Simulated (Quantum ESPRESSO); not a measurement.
Crystal: BiTe.

```
CELL_PARAMETERS angstrom
0.00000 3.23500 3.23500
3.23500 0.00000 3.23500
3.23500 3.23500 0.00000
ATOMIC_POSITIONS crystal
Bi 0.00000 0.00000 0.00000
Te 0.50000 0.50000 0.50000
```

Base run:

- Program: Quantum ESPRESSO 7.5
- Functional: PBEsol
- Potentials or basis: PseudoDojo 0.4.1 SR PBEsol standard
- Cutoff: 1088 eV
- Density cutoff: 4354 eV
- k mesh: 7 × 7 × 7
- Occupations: fermi-dirac, width 0.05 eV
- Spin: no spin polarisation

Its results: band gap on the k mesh none (metal or under the smearing width); pressure -1.5 GPa.

The run is repeated on the same cell with these changes: functional from PBEsol to LDA; potentials or basis from PseudoDojo 0.4.1 SR PBEsol standard to PseudoDojo 0.4.1 SR LDA standard. What comes out?

Band gap on the k mesh none (metal or under the smearing width); pressure -2.6 GPa.

Caveats: spin-orbit coupling is left out, which moves the levels of the heavy elements.

Not every run made on this cell is shown here.
